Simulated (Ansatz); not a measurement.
**Si2Mo: stress in a strained cell**

Si2Mo is deformed so: zz strain of +1 %. What stress and forces result, by LAPW, PAW and all-electron datasets made for the crystal?

Computed with Ansatz 0.2.0 (DFT PBEsol, scalar-relativistic, unless a step's input says otherwise).

## (1) The structure to begin with

It takes space group I4/mmm (No. 139, tetragonal). Conventional cell: a = 3.200 Å, b = 3.200 Å, c = 7.861 Å, α = 90.00°, β = 90.00°, γ = 90.00°. Around Si (site symmetry 4mm) lie 5 Si at 2.61 to 2.63 Å and 5 Mo at 2.62 Å. Around Mo (site symmetry 4/mmm) lie 10 Si at 2.62 Å.

Structure file:

```cif
data_structure
_symmetry_space_group_name_H-M 'P 1'
_symmetry_Int_Tables_number 1
_cell_length_a 4.5353
_cell_length_b 4.5353
_cell_length_c 4.5353
_cell_angle_alpha 138.684
_cell_angle_beta 138.684
_cell_angle_gamma 59.857
_cell_volume 40.25
loop_
_atom_site_label
_atom_site_type_symbol
_atom_site_fract_x
_atom_site_fract_y
_atom_site_fract_z
_atom_site_occupancy
Si1 Si 0.33300 0.33300 0.00000 1
Si2 Si 0.66700 0.66700 0.00000 1
Mo1 Mo 0.00000 0.00000 0.00000 1
```

Atoms are numbered in the order of the input: Si1, Si2, Mo3.

## (2) After the deformation

Space group I4/mmm before, I4/mmm after.

## (3) All-electron LAPW

The input, input.yaml:

```yaml
crystal:
  lattice:
    - [-1.6, 1.6, 3.969805]
    - [1.6, -1.6, 3.969805]
    - [1.6, 1.6, -3.969805]
  atoms:
    - { symbol: Si, position: [0.333, 0.333, 0.0] }
    - { symbol: Si, position: [0.667, 0.667, 0.0] }
    - { symbol: Mo, position: [0.0, 0.0, 0.0] }
kpoints:
  mp_grid: { grid: [16, 16, 16] }
  band_path:
    path:
      - [0.0, 0.0, 0.0]
      - [0.0, 0.0, 0.5]
      - [0.25, 0.25, 0.25]
      - [0.0, 0.5, 0.0]
      - [0.0, 0.0, 0.0]
      - [0.5, 0.5, -0.5]
      - [0.2906108075, 0.7093891925, -0.2906108075]
      - [-0.2906108075, 0.2906108075, 0.2906108075]
      - [0.0, 0.0, 0.0]
    npoints: 5
scf:
  occupations: { method: fermi_dirac, width: 0.08 }
hamiltonian:
  xc: pbesol
  pseudopotentials: { kind: all_electron, lapw: { basis_error: 0.001 } }
output:
  forces: true
  stress: true
  eigenvalues: true
```

Command:

```sh
> ansatz run input.yaml --threads 1 --pin off --max-ram 4096MiB --backend cpu --events-out ev --progress --plain --runs-dir out
```

## (4) PAW on the default files

The input, input.yaml:

```yaml
crystal:
  lattice:
    - [-1.6, 1.6, 3.969805]
    - [1.6, -1.6, 3.969805]
    - [1.6, 1.6, -3.969805]
  atoms:
    - { symbol: Si, position: [0.333, 0.333, 0.0] }
    - { symbol: Si, position: [0.667, 0.667, 0.0] }
    - { symbol: Mo, position: [0.0, 0.0, 0.0] }
kpoints:
  mp_grid: { grid: [16, 16, 16] }
scf:
  occupations: { method: fermi_dirac, width: 0.08 }
hamiltonian:
  xc: pbesol
  pseudopotentials: { kind: paw }
output:
  forces: true
  stress: true
  eigenvalues: true
  efg: { contact_densities: true }
```

## (5) All-electron PAW on datasets made for the crystal

input.yaml: that of step 4 with these lines changed.

```diff
@@ -15,3 +15,3 @@
   xc: pbesol
-  pseudopotentials: { kind: paw }
+  pseudopotentials: { kind: all_electron, datasets: crystal }
 output:
```

(Steps that only read results are left out.)

What does the calculation give? Wanted: pressure; largest shear or deviatoric stress.

**Answer**, as computed:

| quantity | value |
| --- | --- |
| pressure | LAPW -4.89, PAW -4.93, crystal datasets -4.89 GPa |
| largest shear or deviatoric stress (LAPW) | 3.45 GPa |

In words: The largest part of the stress beyond the pressure is 3.45 GPa in size, in the zz component; the atoms are carried along and not relaxed. No run of the undeformed cell stands beside it, so pressure and stress hold what the given cell had before the change, as far as its symmetry allows. PAW: stress within 0.05 GPa of LAPW, forces within 1 meV/Å. Crystal datasets: stress within 0.01 GPa of LAPW, forces within 1 meV/Å.
